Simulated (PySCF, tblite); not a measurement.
# C24H12: electronic excitations, NMR shifts

What do calculations give for the electronic excitations, NMR shifts of C24H12 (`c1cc2ccc3ccc4ccc5ccc6ccc1c1c2c3c4c5c61`)?

Computed with tblite 0.8.0 and PySCF 2.14.0 and routines of our own; the level stands in each step. Atoms count from 0.

## Step 1: The system as given

36 atoms, charge 0, multiplicity 1; geometry from: force field, distance geometry or constructed start.

## Step 2: Relaxing the molecule with GFN2-xTB

What the job is given:

```
{"job": {"kind": "relax", "xc": "GFN2-xTB", "basis": "xTB"}, "charge": 0, "multiplicity": 1}
C      3.721700     0.137400    -0.005800
C      3.401100     1.485900     0.204900
C      2.075300     1.901800     0.289200
C      1.739200     3.252800     0.498200
C      0.403800     3.650700     0.581400
C     -0.635900     2.720100     0.434600
C     -1.976700     3.111000     0.505300
C     -2.996100     2.171300     0.367700
C     -2.699900     0.814600     0.148700
C     -3.719600    -0.140000     0.005800
C     -3.406300    -1.484500    -0.213900
C     -2.072600    -1.906100    -0.288200
C     -1.743300    -3.247700    -0.499400
C     -0.402500    -3.652400    -0.580700
C      0.630400    -2.715600    -0.437100
C      1.974900    -3.108700    -0.502300
C      2.999900    -2.166700    -0.365300
C      2.701600    -0.820100    -0.150100
C      1.351400    -0.406800    -0.072000
C      1.038300     0.953400     0.146800
C     -0.318700     1.364800     0.220300
C     -1.352900     0.410000     0.074300
C     -1.032200    -0.947900    -0.137600
C      0.312300    -1.365400    -0.220300
H      4.763300    -0.151800    -0.057400
H      4.209200     2.199100     0.322600
H      2.522100     3.998800     0.617200
H      0.182000     4.703800     0.748100
H     -2.240700     4.151300     0.674200
H     -4.031600     2.503600     0.430200
H     -4.759200     0.155000     0.057200
H     -4.217200    -2.198700    -0.319900
H     -2.522500    -3.996400    -0.619700
H     -0.180500    -4.704600    -0.743200
H      2.242600    -4.149200    -0.679500
H      4.033300    -2.501000    -0.429600
```

Command:

```bash
OMP_NUM_THREADS=2 python large_run.py task.json out
```

This one command runs all jobs of the session in turn.

The log of the run:

```text
step      E/eV     max force
  0   -1567.18635    2.164
  1   -1567.36905    1.080
  2   -1567.42294    0.178
  3   -1567.42576    0.071
  4   -1567.42706    0.045
  5   -1567.42758    0.054
  6   -1567.42859    0.044
  7   -1567.42894    0.027
  8   -1567.42913    0.022
  9   -1567.42924    0.014
```

It took 0.2 s on 2 threads of Arm Neoverse V1, shared host.

The steps of the relaxation:

| step | energy from step 0 (eV) | largest force (eV/Å) |
| --- | --- | --- |
| 0 | 0.0000 | 2.1639 |
| 1 | -0.1827 | 1.0803 |
| 2 | -0.2366 | 0.1780 |
| 3 | -0.2394 | 0.0704 |
| 4 | -0.2407 | 0.0455 |
| 5 | -0.2412 | 0.0538 |
| 6 | -0.2422 | 0.0440 |
| 7 | -0.2426 | 0.0273 |
| 8 | -0.2428 | 0.0221 |
| 9 | -0.2429 | 0.0143 |

Close pairs (by a distance rule), those that changed most:

| bond | before (Å) | after (Å) | change (Å) |
| --- | --- | --- | --- |
| C12–C13 | 1.403 | 1.363 | -0.040 |
| C0–C1 | 1.402 | 1.363 | -0.039 |
| C15–C16 | 1.399 | 1.363 | -0.036 |
| C9–C10 | 1.398 | 1.363 | -0.035 |
| C3–C4 | 1.396 | 1.363 | -0.033 |
| C6–C7 | 1.393 | 1.363 | -0.030 |
| C1–C2 | 1.392 | 1.414 | +0.022 |
| C16–C17 | 1.396 | 1.414 | +0.019 |

The final coordinates are the input of the step that follows.

## Step 3: Harmonic vibrations with GFN2-xTB

What the job is given:

```
{"job": {"kind": "ir", "xc": "GFN2-xTB", "basis": "xTB"}, "charge": 0, "multiplicity": 1}
C      3.717741     0.157944    -0.001405
C      3.413189     1.469421     0.209433
C      2.069697     1.904910     0.287268
C      1.724931     3.259120     0.505412
C      0.422234     3.652759     0.576941
C     -0.632758     2.721083     0.436918
C     -1.992989     3.102191     0.507311
C     -2.990911     2.184447     0.369241
C     -2.702926     0.817161     0.150023
C     -3.718546    -0.155908     0.001688
C     -3.413396    -1.467349    -0.208553
C     -2.070273    -1.903718    -0.287583
C     -1.725499    -3.258025    -0.505793
C     -0.422630    -3.651771    -0.575651
C      0.632699    -2.720625    -0.435077
C      1.993011    -3.101095    -0.508201
C      2.990617    -2.182937    -0.369314
C      2.702513    -0.815797    -0.148673
C      1.354021    -0.408837    -0.073785
C      1.037026     0.954638     0.143736
C     -0.317238     1.363470     0.219461
C     -1.354543     0.409305     0.075863
C     -1.037372    -0.953972    -0.143182
C      0.316943    -1.363251    -0.216981
H      4.749192    -0.160767    -0.059864
H      4.200779     2.202248     0.319248
H      2.521225     3.982516     0.613490
H      0.174344     4.691614     0.745729
H     -2.228511     4.144379     0.672761
H     -4.026303     2.490580     0.426400
H     -4.750275     0.162634     0.058918
H     -4.200757    -2.199741    -0.320744
H     -2.521339    -3.981715    -0.615452
H     -0.174404    -4.690616    -0.743312
H      2.228301    -4.143126    -0.675427
H      4.025856    -2.489414    -0.426168
```

The log of the run:

```text
mode    cm-1     km/mol
  1      77.9      0.02
  2      78.0      0.01
  3     118.9      1.99
  4     143.7      0.01
  5     204.6      0.00
  6     272.8      0.03
  7     272.9      0.02
  8     279.6      0.00
  9     279.6      0.00
 10     352.9      0.00
 11     352.9      0.00
 12     375.4      0.41
 13     375.5      0.54
 14     412.6      0.01
 15     412.7      0.00
 16     448.8      0.02
 17     473.0      0.00
 18     473.1      0.00
 19     489.9      0.06
 20     512.1      0.23
 21     512.1      0.24
 22     513.4      0.00
 23     518.8      7.25
 24     549.7      0.01
 25     593.5      0.00
 26     621.8      0.00
 27     633.0      0.00
 28     633.0      0.00
 29     667.2      0.01
 30     669.1      0.00
 31     669.1      0.00
 32     729.3      0.01
 33     729.3      0.02
 34     742.7      2.02
 35     742.7      2.02
 36     767.9      0.00
 37     781.7      0.02
 38     814.2      0.19
 39     814.3      0.12
 40     838.6      1.73
 41     838.6      1.78
 42     847.9      0.00
 43     847.9      0.02
 44     862.8     71.39
 45     888.1      0.00
 46     912.6      0.01
 47     915.3      0.00
 48     915.4      0.03
 49     920.6      0.52
 50     920.7      0.77
 51     923.8      0.02
 52    1007.0      0.00
 53    1007.1      0.00
 54    1060.4      0.00
 55    1139.9      0.02
 56    1151.2      1.65
 57    1151.2      1.03
 58    1165.9      0.11
 59    1175.7      0.02
 60    1175.8      0.07
 61    1215.7      0.01
 62    1223.5      0.02
 63    1223.5      0.00
 64    1234.7      0.01
 65    1242.3      0.02
 66    1252.1      0.00
 67    1252.2      0.01
 68    1302.9      3.81
 69    1303.0      4.98
 70    1373.6      0.03
 71    1374.8      0.01
 72    1385.0      0.01
 73    1385.1      0.00
 74    1393.0      0.00
 75    1422.6      0.34
 76    1422.6      0.46
 77    1436.5      0.00
 78    1436.5      0.00
 79    1453.0      0.00
 80    1453.1      0.00
 81    1479.2      0.00
 82    1494.0      0.05
 83    1494.0      0.09
 84    1527.1      0.00
 85    1538.4      0.00
 86    1582.9      0.00
 87    1582.9      0.00
 88    1602.8      0.01
 89    1603.4      0.36
 90    1603.5      0.50
 91    3061.6      0.75
 92    3062.5     11.87
 93    3062.9     13.47
 94    3064.6      1.10
 95    3065.0      0.27
 96    3066.2      0.07
 97    3074.5      0.66
 98    3075.6      0.38
 99    3075.8      2.89
100    3077.7    265.42
101    3077.9    261.34
102    3080.3      2.31
```

Run time: 3.7 s. Hardware: 2 threads of Arm Neoverse V1, shared host.

The strongest bands and the atoms that carry them (share of the mass-weighted mode):

| cm⁻¹ | km/mol | atoms |
| --- | --- | --- |
| 519 | 7.2 | C11 10 %, C2 10 %, C14 10 %, C5 10 % |
| 863 | 71.4 |  |
| 1303 | 3.8 |  |
| 1303 | 5.0 |  |
| 3062 | 11.9 | H30 16 %, H31 16 %, H32 14 %, H25 14 % |
| 3063 | 13.5 | H34 16 %, H28 13 %, H35 13 %, H29 13 % |
| 3078 | 265.4 | H31 15 %, H24 15 %, H25 11 %, H32 11 % |
| 3078 | 261.3 | H28 18 %, H29 17 %, H35 14 %, H34 13 % |

## Step 4: Electronic excitations: TDDFT CAM-B3LYP/6-31G*

Settings changed since step 3:

```diff
@@ -1,2 +1,2 @@
-{"job": {"kind": "ir", "xc": "GFN2-xTB", "basis": "xTB"}, "charge": 0, "multiplicity": 1}
+{"job": {"kind": "uv", "basis": "6-31G*", "grid": 1, "kgrid": 0, "vcut": 1.5, "nstates": 6, "ntriplets": 2, "tda": false, "delta": ["ip_vertical"], "pop": true, "xc": "CAM-B3LYP"}, "charge": 0, "multiplicity": 1}
 C      3.717741     0.157944    -0.001405
```

Level: TDDFT CAM-B3LYP/6-31G*, vertical, gas phase, core orbitals frozen in the response, virtual orbitals cut by energy.

The log of the run:

```text
start: PBE on a coarse grid of 31456 points
cycle   1  E = -920.8193458325  dE =  4.498e+00  |g| = 7.598e-01  |ddm| = 8.843e+00
cycle   2  E = -920.7878812521  dE =  3.146e-02  |g| = 8.362e-01  |ddm| = 2.627e+00
cycle   3  E = -920.9930398114  dE = -2.052e-01  |g| = 8.234e-02  |ddm| = 1.442e+00
cycle   4  E = -920.9938723469  dE = -8.325e-04  |g| = 5.859e-02  |ddm| = 2.438e-01
cycle   5  E = -920.9946987801  dE = -8.264e-04  |g| = 1.790e-02  |ddm| = 9.432e-02
cycle   6  E = -920.9947784482  dE = -7.967e-05  |g| = 8.325e-03  |ddm| = 3.367e-02
final grid: 138789 points
cycle   7  E = -921.3434563560  dE = -1.392e-02  |g| = 3.337e-02  |ddm| = 6.723e-01
cycle   8  E = -921.3440273052  dE = -5.709e-04  |g| = 1.888e-02  |ddm| = 1.335e-01
cycle   9  E = -921.3441240945  dE = -9.679e-05  |g| = 1.177e-02  |ddm| = 4.254e-02
cycle  10  E = -921.3441708403  dE = -4.675e-05  |g| = 4.406e-03  |ddm| = 2.274e-02
cycle  11  E = -921.3441796828  dE = -8.843e-06  |g| = 1.131e-03  |ddm| = 7.101e-03
cycle  12  E = -921.3441802520  dE = -5.692e-07  |g| = 5.017e-04  |ddm| = 3.633e-03
cycle  13  E = -921.3441811127  dE = -8.607e-07  |g| = 8.623e-05  |ddm| = 1.787e-03
converged SCF energy = -921.3441811127
Vertical ionisation energy (delta-SCF) = 7.0429 eV   <S^2> = 0.797

Static polarisability (au): isotropic 252.441, principal 66.936 345.177 345.209

Singlet excitations
state   eV       nm        f      main configurations
  1   3.5591    348.4   0.00000   H->L 0.41, H-1->L+1 0.41
  2   3.8664    320.7   0.00000   H->L+1 0.41, H-1->L 0.41
  3   4.7213    262.6   1.00008   H-1->L+1 0.26, H->L 0.26, H-1->L 0.22
  4   4.7214    262.6   1.00011   H->L+1 0.26, H-1->L 0.26, H-1->L+1 0.22
  5   4.8502    255.6   0.00000   H->L+2 0.27, H-1->L+3 0.27
  6   4.8504    255.6   0.00000   H-1->L+2 0.27, H->L+3 0.27

Triplet excitations (Tamm-Dancoff, eV): 2.7869 3.3313
```

Wall time 2.1 min (2 threads of Arm Neoverse V1, shared host); peak memory 1.5 GiB.

Frontier orbitals and where they lie:

| orbital | eV | atoms |
| --- | --- | --- |
| HOMO−4 | -8.63 | C17 11 %, C11 11 %, C14 11 % |
| HOMO−3 | -8.17 | C22 19 %, C19 19 %, C23 8 % |
| HOMO−2 | -8.17 | C21 16 %, C18 16 %, C20 12 % |
| HOMO−1 | -6.58 | C8 9 %, C17 9 %, C3 8 % |
| HOMO | -6.58 | C7 10 %, C16 10 %, C0 10 % |
| LUMO | -0.31 | C13 9 %, C4 9 %, C15 9 % |
| LUMO+1 | -0.31 | C9 9 %, C0 9 %, C16 9 % |
| LUMO+2 | 1.05 | C22 16 %, C19 16 %, C20 10 % |
| LUMO+3 | 1.05 | C18 17 %, C21 17 %, C20 9 % |

With each of the 6 states as a Gaussian band of 0.4 eV half-width at 1/e, the curve within the window shown has maxima at 263 nm (ε 81,000) L/(mol cm). Beyond the last state computed it falls off for lack of states. The curve at chosen wavelengths:

(nm, ε (L/mol/cm)): (241, 25630), (248, 49005), (255, 70889), (262, 80861), (269, 75335), (277, 56338), (284, 37414), (291, 21989), (298, 11650), (305, 5652), (312, 2546), (319, 1077), (326, 433), (334, 145), (341, 53), (348, 19), (355, 7), (362, 2), (369, 1), (376, 0), (383, 0), (391, 0), (398, 0), (405, 0), (412, 0), (419, 0)

Ground-state properties from the same run:

| property | computed |
| --- | --- |
| dipole moment (D) | 0.00 |
| polarisability (Å³) | 37.41 |
| HOMO–LUMO gap (eV) | 6.26 |
| −ε(HOMO) (eV) | 6.58 |

## Step 5: NMR shifts: GIAO KT3/pcSseg-1

Settings changed since step 4:

```diff
@@ -1,2 +1,2 @@
-{"job": {"kind": "uv", "basis": "6-31G*", "grid": 1, "kgrid": 0, "vcut": 1.5, "nstates": 6, "ntriplets": 2, "tda": false, "delta": ["ip_vertical"], "pop": true, "xc": "CAM-B3LYP"}, "charge": 0, "multiplicity": 1}
+{"job": {"kind": "nmr", "xc": "KT3", "basis": "pcSseg-1", "pop": false}, "charge": 0, "multiplicity": 1}
 C      3.717741     0.157944    -0.001405
```

Level: GIAO KT3/pcSseg-1 NMR shielding, non-relativistic, gas phase.

The log of the run:

```text
start: PBE on a coarse grid of 31456 points
cycle   1  E = -920.2694821017  dE =  4.478e+00  |g| = 7.458e-01  |ddm| = 8.906e+00
cycle   2  E = -920.2217887042  dE =  4.769e-02  |g| = 8.587e-01  |ddm| = 3.144e+00
cycle   3  E = -920.4330435152  dE = -2.113e-01  |g| = 7.533e-02  |ddm| = 1.989e+00
cycle   4  E = -920.4342108470  dE = -1.167e-03  |g| = 3.684e-02  |ddm| = 2.628e-01
cycle   5  E = -920.4345016062  dE = -2.908e-04  |g| = 8.179e-03  |ddm| = 4.630e-02
final grid: 294451 points
cycle   6  E = -937.1892458941  dE = -5.482e-02  |g| = 2.590e-02  |ddm| = 2.279e+00
cycle   7  E = -937.1891133952  dE =  1.325e-04  |g| = 3.439e-02  |ddm| = 1.447e-01
cycle   8  E = -937.1893544541  dE = -2.411e-04  |g| = 1.548e-02  |ddm| = 7.220e-02
cycle   9  E = -937.1894098446  dE = -5.539e-05  |g| = 7.034e-03  |ddm| = 3.230e-02
cycle  10  E = -937.1894231828  dE = -1.334e-05  |g| = 5.522e-04  |ddm| = 1.099e-02
cycle  11  E = -937.1894234067  dE = -2.239e-07  |g| = 4.022e-04  |ddm| = 1.783e-03
cycle  12  E = -937.1894226559  dE =  7.508e-07  |g| = 1.807e-04  |ddm| = 1.060e-03
cycle  13  E = -937.1894243338  dE = -1.678e-06  |g| = 3.674e-05  |ddm| = 9.031e-04
converged SCF energy = -937.1894243338

GIAO shielding tensors (ppm)
atom      isotropic    diamagn.    paramagn.     s11        s22        s33       span
  0 C       64.514     248.656    -184.142    -22.981     59.437    157.087    180.069
  1 C       64.505     248.730    -184.226    -23.036     59.515    157.036    180.071
  2 C       63.905     249.414    -185.509      0.857      1.441    189.418    188.562
  3 C       64.499     248.671    -184.172    -23.042     59.483    157.055    180.097
  4 C       64.521     248.659    -184.138    -23.001     59.502    157.062    180.063
  5 C       63.887     250.231    -186.344      0.844      1.482    189.335    188.491
  6 C       64.510     248.342    -183.831    -23.019     59.462    157.088    180.107
  7 C       64.530     248.357    -183.827    -22.994     59.497    157.086    180.080
  8 C       63.892     250.247    -186.354      0.854      1.468    189.355    188.502
  9 C       64.511     248.723    -184.213    -23.019     59.497    157.053    180.072
 10 C       64.529     248.665    -184.136    -22.968     59.455    157.100    180.067
 11 C       63.920     249.475    -185.555      0.820      1.518    189.422    188.602
 12 C       64.518     248.683    -184.165    -23.003     59.468    157.088    180.091
 13 C       64.518     248.676    -184.157    -22.988     59.465    157.077    180.065
 14 C       63.886     250.283    -186.397      0.810      1.492    189.358    188.548
 15 C       64.507     248.345    -183.838    -23.024     59.472    157.073    180.097
 16 C       64.523     248.309    -183.786    -22.973     59.425    157.117    180.090
 17 C       63.897     250.171    -186.274      0.802      1.557    189.332    188.530
 18 C       71.308     243.427    -172.120      3.563     11.655    198.705    195.142
 19 C       71.293     243.356    -172.063      3.642     11.618    198.619    194.976
 20 C       71.294     243.229    -171.935      3.589     11.623    198.671    195.082
 21 C       71.305     243.469    -172.164      3.607     11.636    198.671    195.064
 22 C       71.291     243.432    -172.141      3.556     11.658    198.658    195.102
 23 C       71.316     243.342    -172.026      3.596     11.667    198.685    195.090
 24 H       22.651      31.565      -8.914     14.624     25.501     27.829     13.204
 25 H       22.645      31.573      -8.929     14.624     25.492     27.818     13.194
 26 H       22.647      31.560      -8.913     14.621     25.494     27.828     13.207
 27 H       22.648      31.568      -8.920     14.624     25.497     27.823     13.198
 28 H       22.650      31.447      -8.797     14.627     25.497     27.826     13.199
 29 H       22.650      31.454      -8.804     14.628     25.497     27.824     13.196
 30 H       22.647      31.583      -8.935     14.626     25.495     27.822     13.196
 31 H       22.651      31.564      -8.913     14.622     25.501     27.828     13.207
 32 H       22.648      31.565      -8.918     14.624     25.497     27.822     13.198
 33 H       22.651      31.570      -8.919     14.627     25.499     27.826     13.199
 34 H       22.648      31.443      -8.795     14.630     25.494     27.821     13.191
 35 H       22.652      31.426      -8.774     14.630     25.501     27.824     13.194
```

It took 28 s on 2 threads of Arm Neoverse V1, shared host; peak memory 1.2 GiB.

The references, computed at this level on geometries of the same kind, shield at (ppm): 1H TMS 31.76, 13C TMS 184.7. Their shielding less the atom's gives the shift. The references are single molecules in the gas phase. Atoms listed in one row are averaged.

| atoms | environment | σ (ppm) | δ (ppm) |
| --- | --- | --- | --- |
| C2, C5, C8, C11, C14, C17 | ring-fusion aromatic carbon | 63.9 | 120.8 |
| C0, C1, C3, C4, C6 and 7 more | aromatic CH | 64.5 | 120.2 |
| C18, C19, C20, C21, C22, C23 | ring-fusion aromatic carbon | 71.3 | 113.4 |
| H24, H25, H26, H27, H28 and 7 more | hydrogen on an aromatic CH | 22.65 | 9.11 |

Ring of atoms C0, C1, C2, C17, C18, C19: NICS(0) -10.0, NICS(1) -12.7, NICS(1)zz -30.9 ppm (means of both faces).

Ring of atoms C18, C19, C20, C21, C22, C23: NICS(0) -0.5, NICS(1) -5.4, NICS(1)zz -8.2 ppm (means of both faces).

## Step 6: Outcome

```
                                                              quantity                        value
                             strongest single infrared mode (GFN2-xTB)        3078 cm⁻¹, 265 km/mol
                                          zero-point energy (GFN2-xTB)               170.0 kcal/mol
                                     lowest singlet (CAM-B3LYP/6-31G*)  3.56 eV (348 nm), f = 0.000
                              brightest single state of those computed  state 4, 4.72 eV, f = 1.000
                                                        lowest triplet                      2.79 eV
13C shifts against TMS (KT3/pcSseg-1, means over atoms taken as alike)      120.8, 120.2, 113.4 ppm
 1H shifts against TMS (KT3/pcSseg-1, means over atoms taken as alike)                     9.11 ppm
```

**Reading.** No mode is imaginary among the 102: a minimum at this level. GFN2-xTB is a fitted tight-binding method: band positions and strengths are rough. Its intensities can rank the bands wrongly. The lowest singlet, at 3.56 eV, is HOMO→LUMO 0.41, HOMO−1→LUMO+1 0.41 and is dark; of the 6 states computed, the strongest absorption comes from states 3 to 4 together at 4.72 eV. The lowest triplet lies 0.77 eV below the lowest singlet (triplets in Tamm-Dancoff, singlets in full TDDFT). NICS(1)zz of -31 ppm above the planar ring from C0 marks a diatropic (aromatic) ring current.
